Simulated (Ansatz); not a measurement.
# Bi2H6Rh: the cost of one run

Program: Ansatz 0.2.0. Level of theory: DFT PBE, scalar-relativistic, plane waves, PAW. These are calculated values, not measurements.

2 further runs of the same task are left out: 1 that didn't finish, 1 set aside as unsound or not needed.

## Step 1: The system as given

It takes space group P-6m2 (No. 187, hexagonal). The conventional cell has a = 2.725 Å, b = 2.725 Å, c = 24.272 Å, α = 90.00°, β = 90.00°, γ = 120.00°. Bi (site symmetry 3m) has 6 H at 2.06 Å in its first shell of neighbours. H (site symmetry 3m) has 3 Rh at 2.06 Å in its first shell of neighbours. H (site symmetry 3m) has 3 Bi at 2.06 Å in its first shell of neighbours. Rh (site symmetry -6m2) is surrounded by 6 H at 2.06 Å.

As a file:

```
Bi H Rh
1.0
     2.72488    0.00000    0.00000
    -1.36244    2.35982    0.00000
     0.00000    0.00000   24.27166
Bi H Rh
2 6 1
Direct
  0.33333 0.66667 0.76912
  0.33333 0.66667 0.23088
  0.33333 0.66667 0.05501
  0.66667 0.33333 0.71444
  0.66667 0.33333 0.17617
  0.66667 0.33333 0.82383
  0.66667 0.33333 0.28556
  0.33333 0.66667 0.94499
  0.66667 0.33333 0.00000
```

The cell is invented: species swapped into a database cell of Mo2WS6 (P-6m2, No. 187), with Bi on the Mo sites, Rh on the W sites and H on the S sites. Lengths come from tabulated atomic sizes and are only a guess.

## Step 2: Probe: one point on a coarse mesh

The input, input.yaml:

```yaml
crystal:
  lattice:
    - [2.72488082, 0.0, 0.0]
    - [-1.36244041, 2.35981601, 0.0]
    - [0.0, 0.0, 24.27165666]
  atoms:
    - { symbol: Bi, position: [0.33333333, 0.66666667, 0.76912004] }
    - { symbol: Bi, position: [0.33333333, 0.66666667, 0.23087996] }
    - { symbol: H, position: [0.33333333, 0.66666667, 0.05500936] }
    - { symbol: H, position: [0.66666667, 0.33333333, 0.71444017] }
    - { symbol: H, position: [0.66666667, 0.33333333, 0.17616647] }
    - { symbol: H, position: [0.66666667, 0.33333333, 0.82383353] }
    - { symbol: H, position: [0.66666667, 0.33333333, 0.28555983] }
    - { symbol: H, position: [0.33333333, 0.66666667, 0.94499064] }
    - { symbol: Rh, position: [0.66666667, 0.33333333, 0.0] }
basis:
  ecutwfc: 420
kpoints:
  mp_grid: { grid: [6, 6, 1] }
hamiltonian:
  xc: pbe
scf:
  occupations: { method: gaussian, width: 0.1 }
  lower_state_search: "off"
output:
  forces: true
  stress: true
  eigenvalues: true
```

Command:

```console
$ ansatz run input.yaml --threads 1 --pin off --max-ram 2560MiB --backend cpu --events-out ev --progress --plain --runs-dir out
```

Q: Estimate wall time and peak memory on 1 thread of Intel Xeon at 2.50GHz (Skylake/Cascade Lake), shared host.

About 14 s, with a peak of 0.4 GiB.
